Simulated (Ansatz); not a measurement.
# CH₅FInN: small, medium and large basis sets

One table from this session's results is given with a row withheld; the runs are named, their logs left out.

Method: one geometry, several basis sets; program: Ansatz 0.2.0, Gaussian basis.

Plan: PBE0-D4/def2-SVP; ωB97M-V/def2-SVP; PBE0-D4/def2-QZVPP; ωB97M-V/def2-QZVPP; the functionals' def2-TZVPP values are taken from earlier runs.

### The relaxed structure

An earlier PBE0-D4 in a triple-zeta def2 set relaxation fixed the geometry. In takes the def2 core potential; no spin-orbit term is included.

SMILES `C[NH][InH][F]`, 9 atoms, charge 0, spin multiplicity 1.

Atoms are counted from 1 here; the program's logs count them from 0.

Bond lengths: C1–N2 1.447 Å, C1–H5 1.097 Å, C1–H6 1.097 Å, C1–H7 1.091 Å, N2–In3 1.984 Å, N2–H8 1.006 Å, In3–F4 1.963 Å, In3–H9 1.685 Å. Angles: N2–C1–H5 112.1°, N2–C1–H6 112.2°, N2–C1–H7 109.8°, H5–C1–H6 107.8°, H5–C1–H7 107.4°, H6–C1–H7 107.4°, C1–N2–In3 125.2°, C1–N2–H8 113.9°, In3–N2–H8 120.9°, N2–In3–F4 104.9°, N2–In3–H9 137.6°, F4–In3–H9 117.5°.

Set-up of the first run:

in.yaml reads:

```yaml
crystal:
  periodic: [false, false, false]
  atoms:
    - {symbol: C, position_ang: [-0.011580, 0.845120, -1.001184]}
    - {symbol: N, position_ang: [-0.688023, 0.149432, 0.072249]}
    - {symbol: In, position_ang: [0.161727, -1.154130, 1.303091]}
    - {symbol: F, position_ang: [2.032342, -1.257802, 0.716195]}
    - {symbol: H, position_ang: [-0.454982, 0.624273, -1.980062]}
    - {symbol: H, position_ang: [-0.027591, 1.933490, -0.863807]}
    - {symbol: H, position_ang: [1.034450, 0.536349, -1.039485]}
    - {symbol: H, position_ang: [-1.661323, 0.388487, 0.164283]}
    - {symbol: H, position_ang: [-0.296521, -2.111617, 2.611720]}
basis:
  gaussian: {orbitals: def2-SVP}
hamiltonian: {xc: pbe0, dispersion: d4}
output: {orbitals: {seedname: orbitals}}
```

Steps of the session up to this table: PBE0-D4 in def2-SVP; ωB97M-V in def2-SVP; PBE0-D4 in def2-QZVPP; ωB97M-V in def2-QZVPP.

One table of the session follows, with a row left open; its other results are not shown here.

It belongs to the step «Functionals by basis». 

| functional | basis | HOMO (eV) |
| --- | --- | --- |
| PBE0-D4 | def2-SVP | -6.55 |
| PBE0-D4 | def2-TZVPP | -6.69 |
| PBE0-D4 | def2-QZVPP | -6.73 |
| ωB97M-V | def2-SVP | ? |
| ωB97M-V | def2-TZVPP | -9.01 |
| ωB97M-V | def2-QZVPP | -9.05 |

**Question.** Estimate the row for ωB97M-V, def2-SVP.

The run gave: HOMO (eV): -8.84. In the column «HOMO (eV)» it lies between ωB97M-V, def2-TZVPP (-9.01) and PBE0-D4, def2-QZVPP (-6.73).
